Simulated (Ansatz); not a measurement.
# CHGeP (triplet): the correlation ladder at a displaced geometry (v1), cc-pVDZ

An exercise on one series of results from a longer session: the logs are not shown, and one member is left open.

Method: cc-pVDZ, core rule «outside noble gas», up to 20 orbitals frozen; program: Ansatz 0.2.0, Gaussian basis.

The runs, in order: UHF; CCSD(T) on ROHF; CCSD(T) on UHF; BCCD(T) on ROHF; CISD; CCSDT(Q) on ROHF; CCSDT(Q) on UHF.

24 further runs of the same task are left out: 1 for a known fault of the program, 8 that didn't finish, 15 set aside as unsound or not needed.

**The geometry**

The geometry is a PBE0/def2-TZVP stationary point (not a proven minimum) with its atoms shifted at random (size 0.040 Å). No spin-orbit coupling is included. The filled d shell of Ge may be among the frozen orbitals whatever the setting's name suggests; the logs give the count.

4 atoms, charge 0, spin multiplicity 3.

Atoms are counted from 1 here; the program's logs count them from 0.

Bond lengths: C1–P2 1.560 Å, C1–H4 1.048 Å, P2–Ge3 2.294 Å. Angles: P2–C1–H4 176.5°, C1–P2–Ge3 177.6°.

The first run:

in.yaml

```yaml
crystal:
  periodic: [false, false, false]
  atoms:
    - {symbol: C, position_ang: [0.002337, -0.001845, 1.091494]}
    - {symbol: P, position_ang: [0.001504, -0.017987, -0.468315]}
    - {symbol: Ge, position_ang: [0.049468, 0.041323, -2.761193]}
    - {symbol: H, position_ang: [-0.053309, -0.021491, 2.138015]}
basis:
  gaussian: {orbitals: cc-pVDZ}
magnetization: {spin_polarized: true, initial_magnetization: 2}
hamiltonian: {xc: hf}
output: {orbitals: {seedname: orbitals}}
```

The run is started by

```bash
$ ansatz run in.yaml --threads 1 --pin off --events-out ev --progress --plain --max-ram 2393MiB
```

Steps of the session up to this table: UHF; CCSD(T) on ROHF; CCSD(T) on UHF; BCCD(T) on ROHF; CISD; CCSDT(Q) on ROHF; CCSDT(Q) on UHF.

One of the session's tables, all rows but one given; the rest of the session is left out.

```
   method  from RCCSDT(Q) (meV)
     ROHF               +9942.3
      UHF                     ?
     RMP2               +1258.4
     UMP2               +2032.4
     CISD               +1773.7
    RCCSD                +608.4
    UCCSD                +569.1
 RCCSD(T)                 +87.6
 UCCSD(T)                +125.3
  BCCD(T)                 +89.9
   RCCSDT                 +61.3
   UCCSDT                 +47.1
RCCSDT(Q)                     0
UCCSDT(Q)                  -6.2
```

Estimate the missing values for UHF.

**Answer.** from RCCSDT(Q) (meV): +9195.6. In the column «from RCCSDT(Q) (meV)» it lies between UMP2 (+2032.4) and ROHF (+9942.3).

Limits of these values: The determinant is far from a pure spin state, so its energy mixes those of several spin states (harmless only where they are near-degenerate, as at dissociation). Restricted and unrestricted rows rest on different reference determinants; where their highest levels disagree by more than a few hundredths of an eV, they describe different states and don't form one ladder.
